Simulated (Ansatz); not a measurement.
# CH₃AlSe: how energies converge with the basis set

How large a basis does CH₃AlSe need? Two functionals are run in growing sets.

Program: Ansatz 0.2.0, Gaussian basis. Level of theory: one geometry, several basis sets. These are calculated values, not measurements.

The runs, in order: PBE0-D4/def2-SVP; ωB97M-V/def2-SVP; PBE0-D4/def2-QZVPP; ωB97M-V/def2-QZVPP; the functionals' def2-TZVPP values are taken from earlier runs.

## 1. Structure used throughout

An earlier PBE0-D4 in a triple-zeta def2 set relaxation fixed the geometry.

SMILES `[CH2]1[AlH][Se]1`, 6 atoms, charge 0, spin multiplicity 1.

Atoms are counted from 1 here; the program's logs count them from 0.

Bond lengths: C1–Al2 1.915 Å, C1–Se3 2.069 Å, C1–H4 1.087 Å, C1–H5 1.087 Å, Al2–Se3 2.242 Å, Al2–H6 1.569 Å. Angles: Al2–C1–Se3 68.4°, Al2–C1–H4 122.8°, Al2–C1–H5 122.8°, Se3–C1–H4 109.8°, Se3–C1–H5 109.8°, H4–C1–H5 111.6°, C1–Al2–Se3 59.1°, C1–Al2–H6 151.8°, Se3–Al2–H6 149.1°, C1–Se3–Al2 52.6°.

## 2. PBE0-D4 in def2-SVP

in.yaml reads:

```yaml
crystal:
  periodic: [false, false, false]
  atoms:
    - {symbol: C, position_ang: [-0.227686, -0.087816, -0.781809]}
    - {symbol: Al, position_ang: [0.242398, 0.419069, 1.004567]}
    - {symbol: Se, position_ang: [0.476865, -1.699227, 0.308613]}
    - {symbol: H, position_ang: [-1.253080, -0.271744, -1.090942]}
    - {symbol: H, position_ang: [0.421033, 0.091988, -1.634821]}
    - {symbol: H, position_ang: [0.382568, 1.483729, 2.148192]}
basis:
  gaussian: {orbitals: def2-SVP}
hamiltonian: {xc: pbe0, dispersion: d4}
output: {orbitals: {seedname: orbitals}}
```

The run is started by

```bash
$ ansatz run in.yaml --threads 2 --pin off --events-out ev --progress --plain --max-ram 4352MiB
```

After this run come: ωB97M-V in def2-SVP; PBE0-D4 in def2-QZVPP; ωB97M-V in def2-QZVPP.

**Question.** What will the summary of the whole plan be? Wanted: PBE0-D4: double and triple zeta above quadruple; ωB97M-V: double and triple zeta above quadruple.

**Answer**, as computed:

```
                                       quantity           value
PBE0-D4: double and triple zeta above quadruple  13.19, 1.63 eV
ωB97M-V: double and triple zeta above quadruple  13.16, 1.58 eV
```

In words: For PBE0-D4 the step from double to triple zeta gains 11.56 eV and the next only 1.63 eV. Total energies overstate the basis error of differences, where much of it tends to cancel.
